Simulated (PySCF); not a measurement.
# C4H4F2O3: magnetic properties

Computed with PySCF 2.14.0 and routines of our own; the level stands in each step. Atoms count from 0.

## (1) The system as given

13 atoms, charge 0, multiplicity 1; geometry from: GFN2-xTB.

## (2) Magnetic properties: GIAO CAM-B3LYP/pcSseg-1

Job settings and geometry (Å):

```
{"job": {"kind": "mag", "xc": "CAM-B3LYP", "basis": "pcSseg-1", "isotopologues": 0}, "charge": 0, "multiplicity": 1}
C     -2.489816     0.314382    -0.506544
C     -1.374097    -0.186609    -0.018355
F     -0.941556    -1.420324    -0.365083
O     -0.591748     0.409518     0.905482
C      0.724597    -0.028508     1.005409
F      1.317144     0.755145     1.939843
C      1.486850     0.124901    -0.335043
O      0.998168     0.567667    -1.331276
O      2.729307    -0.311188    -0.214784
H     -3.083373    -0.256150    -1.192853
H     -2.808515     1.296584    -0.222691
H      0.800638    -1.072201     1.359253
H      3.228014    -0.192732    -1.041085
```

Level: GIAO CAM-B3LYP/pcSseg-1 magnetisability, rotational g tensor and spin-rotation constants, non-relativistic, gas phase.

Started as:

```sh
OMP_NUM_THREADS=1 python excited_run.py task.json out
```

One launch serves the whole session: the jobs run in the order shown.

Q: Estimate the wall time and peak memory of this first job on 1 thread of AMD EPYC 7R43, shared host.

About 52 s, with a peak of 0.82 GiB.
